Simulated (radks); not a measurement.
# Ne³⁺ in 1s1.5 2s2 2p3.5: an all-electron calculation

One table from this session's results is given with a row withheld; the runs are named, their logs left out.

Program: radks (a radial shooting solver on a logarithmic mesh, Libxc functionals) version 1. Level of theory: Dirac Kohn-Sham, PBE, spin-unpolarised, spherical densities, finite nucleus; open shells fill j = l - 1/2 first. These are calculated values, not measurements, unless marked.

## What is computed

| Quantity | Value |
| --- | --- |
| element | neon (Z = 10) |
| charge | +3 |
| electrons | 7 |
| configuration | 1s1.5 2s2 2p3.5 |
| nuclear rms radius | 3.0055 fm |

The first run:

The run's settings:

```text
Z 10
configuration 1s1.5 2s2 2p3.5
relativity Dirac
functional pbe,pbe
spin unpolarised
j_filling energy
nucleus finite rms 3.0055 fm
c 137.035999084
```

Steps of the session up to this table: Self-consistent calculation.

One of the session's tables, all rows but one given; the rest of the session is left out.

It belongs to the step «Shells». From the orbitals of this run (lengths in bohr):

| level | <r> | outermost maximum (interpolated) | 90 % within |
| --- | --- | --- | --- |
| 1s1/2 | 0.1553 | 0.102 | 0.277 |
| 2s1/2 | 0.7753 | 0.628 | 1.21 |
| 2p1/2 | 0.7227 | 0.534 | 1.20 |
| 2p3/2 | ? | ? | ? |

Estimate the missing values for 2p3/2.

**Answer.** <r>: 0.7241; outermost maximum (interpolated): 0.535; 90 % within: 1.21. In the column «<r>» it lies between 2p1/2 (0.7227) and 2s1/2 (0.7753).
